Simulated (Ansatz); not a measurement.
# C10H10ClFHf: small, medium and large basis sets

An exercise on one series of results from a longer session: the logs are not shown, and one member is left open.

Program: Ansatz 0.2.0, Gaussian basis. Level of theory: one geometry, several basis sets. These are calculated values, not measurements.

The runs, in order: PBE0-D4/def2-SVP; ωB97M-V/def2-SVP; PBE0-D4/def2-QZVPP; ωB97M-V/def2-QZVPP; the functionals' def2-TZVPP values are taken from earlier runs.

## Structure used throughout

All runs share one geometry, relaxed beforehand with PBE0-D4 in a triple-zeta def2 set. Hf takes the def2 core potential; no spin-orbit term is included.

SMILES `[F][Hf]12345678([Cl])([C@H]9[C@@H]1[C@@H]2[C@@H]3[C@H]94)[C@H]1[C@@H]5[C@@H]6[C@@H]7[C@H]18`, 23 atoms, charge 0, spin multiplicity 1.

Atoms are counted from 1 here; the program's logs count them from 0.

Bond lengths: F1–Hf2 1.934 Å, Hf2–Cl3 2.416 Å, Hf2–C4 2.536 Å, Hf2–C5 2.502 Å, Hf2–C6 2.523 Å, Hf2–C7 2.531 Å, Hf2–C8 2.535 Å, Hf2–C9 2.510 Å, Hf2–C10 2.523 Å, Hf2–C11 2.530 Å, Hf2–C12 2.542 Å, Hf2–C13 2.519 Å, C4–C5 1.411 Å, C4–C8 1.403 Å, C4–H14 1.079 Å, C5–C6 1.418 Å, C5–H15 1.080 Å, C6–C7 1.404 Å and more. Angles: F1–Hf2–Cl3 100.0°, F1–Hf2–C4 77.4°, F1–Hf2–C5 95.3°, F1–Hf2–C6 127.5°, F1–Hf2–C7 127.5°, F1–Hf2–C8 95.5°, F1–Hf2–C9 107.2°, F1–Hf2–C10 79.6°, F1–Hf2–C11 84.8°, F1–Hf2–C12 116.2°, F1–Hf2–C13 133.2°, Cl3–Hf2–C4 111.5°, Cl3–Hf2–C5 134.8°, Cl3–Hf2–C6 113.7°, Cl3–Hf2–C7 83.6°, Cl3–Hf2–C8 82.4°, Cl3–Hf2–C9 132.4°, Cl3–Hf2–C10 124.2° and more.

The first run:

The input, in.yaml:

```yaml
crystal:
  periodic: [false, false, false]
  atoms:
    - {symbol: F, position_ang: [0.612566, -0.287337, -2.344841]}
    - {symbol: Hf, position_ang: [0.301843, -0.453928, -0.442765]}
    - {symbol: Cl, position_ang: [1.233844, -2.648328, -0.054190]}
    - {symbol: C, position_ang: [-2.041578, -0.597761, -1.400281]}
    - {symbol: C, position_ang: [-2.013305, 0.491908, -0.503763]}
    - {symbol: C, position_ang: [-1.848801, -0.028180, 0.805007]}
    - {symbol: C, position_ang: [-1.734685, -1.424191, 0.705407]}
    - {symbol: C, position_ang: [-1.849211, -1.776145, -0.662839]}
    - {symbol: C, position_ang: [0.766090, 1.788832, 0.585035]}
    - {symbol: C, position_ang: [1.655939, 1.673983, -0.499711]}
    - {symbol: C, position_ang: [2.570559, 0.640140, -0.208263]}
    - {symbol: C, position_ang: [2.259635, 0.130950, 1.069055]}
    - {symbol: C, position_ang: [1.138435, 0.827362, 1.558637]}
    - {symbol: H, position_ang: [-2.113824, -0.528340, -2.474838]}
    - {symbol: H, position_ang: [-2.132877, 1.532890, -0.765935]}
    - {symbol: H, position_ang: [-1.813262, 0.549108, 1.716300]}
    - {symbol: H, position_ang: [-1.565056, -2.111846, 1.520401]}
    - {symbol: H, position_ang: [-1.766672, -2.774278, -1.064745]}
    - {symbol: H, position_ang: [-0.046600, 2.494712, 0.667871]}
    - {symbol: H, position_ang: [1.613418, 2.238227, -1.419318]}
    - {symbol: H, position_ang: [3.349192, 0.278687, -0.863206]}
    - {symbol: H, position_ang: [2.763288, -0.685030, 1.562833]}
    - {symbol: H, position_ang: [0.661071, 0.668564, 2.514139]}
basis:
  gaussian: {orbitals: def2-SVP}
hamiltonian: {xc: pbe0, dispersion: d4}
output: {orbitals: {seedname: orbitals}}
```

Run with:

```console
> ansatz run in.yaml --threads 11 --pin off --events-out ev --progress --plain --max-ram 174080MiB --backend cpu
```

Among the steps run: PBE0-D4 in def2-SVP; ωB97M-V in def2-SVP; PBE0-D4 in def2-QZVPP; ωB97M-V in def2-QZVPP.

One table of the session follows, with a row left open; its other results are not shown here.

It belongs to the step «Functionals by basis». 

| functional | basis | HOMO (eV) |
| --- | --- | --- |
| PBE0-D4 | def2-SVP | -7.01 |
| PBE0-D4 | def2-TZVPP | ? |
| PBE0-D4 | def2-QZVPP | -6.95 |
| ωB97M-V | def2-SVP | -9.03 |
| ωB97M-V | def2-TZVPP | -8.96 |
| ωB97M-V | def2-QZVPP | -8.97 |

Estimate the missing values for PBE0-D4, def2-TZVPP.

As computed: HOMO (eV): -6.93. In the column «HOMO (eV)» it is the highest.
